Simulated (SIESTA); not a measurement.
# Cd3Se under changes of volume

One of the cells (25.863 Å³/atom); the others are scaled copies at fixed shape and fractional positions:

```
CELL_PARAMETERS angstrom
-2.05447 2.05447 6.12739
2.05447 -2.05447 6.12739
2.05447 2.05447 -6.12739
ATOMIC_POSITIONS crystal
Cd 0.50000 0.50000 0.00000
Cd 0.25000 0.75000 0.50000
Cd 0.75000 0.25000 0.50000
Se 0.00000 0.00000 0.00000
```

The cell comes from a database or a generator and needn't be the stable form of this composition.

```yaml
Program: SIESTA 5.4.2
Functional: PBE
Potentials_or_basis: PseudoDojo 0.4 standard (PBE files)
Basis: DZP (energy shift 0.003 Ry; two zetas on semicore shells)
Grid_cutoff: 800 Ry
Energy_shift: 0.003 Ry
k_mesh: 9 × 9 × 9
Occupations: fermi-dirac, width 0.05 eV
Spin: no spin polarisation
```

| volume (Å³/atom) | energy over the lowest point (meV/atom) | pressure (GPa) |
| --- | --- | --- |
| 23.834 | 3.97 | 1.8 |
| 24.341 | 0.22 | 0.6 |
| 24.849 | 0.00 | -0.5 |
| 25.863 | 8.57 | -2.2 |
| 26.370 | ? | ? |
| 26.877 | 32.19 | -3.6 |

What does the run at 26.370 Å³/atom give?

Energy over the lowest point 16.71 meV/atom; pressure -2.9 GPa.

Worked out: A Birch-Murnaghan fit of order 3 (a polynomial in V^(-2/3)) to the other rows has its minimum at 24.69 Å³/atom with B0 = V·E''(V) = 49 GPa (rough, since the energies scatter) at fixed shape and positions, which overstates the stiffness. It gives 18.50 meV/atom at 26.370 Å³/atom, against the run's 16.71, and -dE/dV = -3.7 GPa, against -2.9.

Energies are extrapolated to zero smearing.

Caveats: the basis of atomic orbitals isn't converged, which shifts pressures, moduli and gaps.
